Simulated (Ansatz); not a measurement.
# MgAgC6N6: the cost of one run

Method: DFT PBE, scalar-relativistic, plane waves, PAW, in Ansatz 0.2.0.

### Step 1. The starting structure

Symmetry: Fm-3m, No. 225, cubic system. Conventional cell: a = 10.534 Å, b = 10.534 Å, c = 10.534 Å, α = 90.00°, β = 90.00°, γ = 90.00°. Around Mg (site symmetry m-3m) lie 6 N at 2.07 Å. Ag (site symmetry m-3m) has 6 C at 2.02 Å in its first shell of neighbours. Around C (site symmetry 4mm) lie 1 N at 1.17 Å and 1 Ag at 2.02 Å. Around N (site symmetry 4mm) lie 1 C at 1.17 Å.

Coordinates:

```cif
data_structure
_symmetry_space_group_name_H-M 'P 1'
_symmetry_Int_Tables_number 1
_cell_length_a 7.4487
_cell_length_b 7.4487
_cell_length_c 7.4487
_cell_angle_alpha 60.000
_cell_angle_beta 60.000
_cell_angle_gamma 60.000
_cell_volume 292.23
loop_
_atom_site_label
_atom_site_type_symbol
_atom_site_fract_x
_atom_site_fract_y
_atom_site_fract_z
_atom_site_occupancy
Mg1 Mg 0.50000 0.50000 0.50000 1
Ag1 Ag 0.00000 0.00000 0.00000 1
C1 C 0.80805 0.19195 0.19195 1
C2 C 0.19195 0.80805 0.19195 1
C3 C 0.19195 0.19195 0.80805 1
C4 C 0.19195 0.80805 0.80805 1
C5 C 0.80805 0.19195 0.80805 1
C6 C 0.80805 0.80805 0.19195 1
N1 N 0.69698 0.30302 0.30302 1
N2 N 0.30302 0.69698 0.30302 1
N3 N 0.30302 0.30302 0.69698 1
N4 N 0.30302 0.69698 0.69698 1
N5 N 0.69698 0.30302 0.69698 1
N6 N 0.69698 0.69698 0.30302 1
```

Recipe of the guess: cyanide-bridged rock-salt net of two metals, 0 guest cations a cell (Fm-3m, No. 225). Lengths come from tabulated atomic sizes and are only a guess.

### Step 2. A first look at the guess

input.yaml reads:

```yaml
crystal:
  lattice:
    - [0.0, 5.267, 5.267]
    - [5.267, 0.0, 5.267]
    - [5.267, 5.267, 0.0]
  atoms:
    - { symbol: Mg, position: [0.5, 0.5, 0.5] }
    - { symbol: Ag, position: [0.0, 0.0, 0.0] }
    - { symbol: C, position: [0.80805012, 0.19194988, 0.19194988] }
    - { symbol: C, position: [0.19194988, 0.80805012, 0.19194988] }
    - { symbol: C, position: [0.19194988, 0.19194988, 0.80805012] }
    - { symbol: C, position: [0.19194988, 0.80805012, 0.80805012] }
    - { symbol: C, position: [0.80805012, 0.19194988, 0.80805012] }
    - { symbol: C, position: [0.80805012, 0.80805012, 0.19194988] }
    - { symbol: "N", position: [0.6969812, 0.3030188, 0.3030188] }
    - { symbol: "N", position: [0.3030188, 0.6969812, 0.3030188] }
    - { symbol: "N", position: [0.3030188, 0.3030188, 0.6969812] }
    - { symbol: "N", position: [0.3030188, 0.6969812, 0.6969812] }
    - { symbol: "N", position: [0.6969812, 0.3030188, 0.6969812] }
    - { symbol: "N", position: [0.6969812, 0.6969812, 0.3030188] }
basis:
  ecutwfc: 420
kpoints:
  mp_grid: { grid: [4, 4, 4] }
hamiltonian:
  xc: pbe
scf:
  occupations: { method: gaussian, width: 0.1 }
  lower_state_search: "off"
output:
  forces: true
  stress: true
  eigenvalues: true
```

The run is started by

```bash
ansatz run input.yaml --threads 1 --pin off --max-ram 2560MiB --backend cpu --events-out ev --progress --plain --runs-dir out
```

**Question.** How long does this run take on 1 thread of Intel Xeon at 2.50GHz (Skylake/Cascade Lake), shared host, and how much memory does it need?

About 18 s, with a peak of 0.56 GiB.
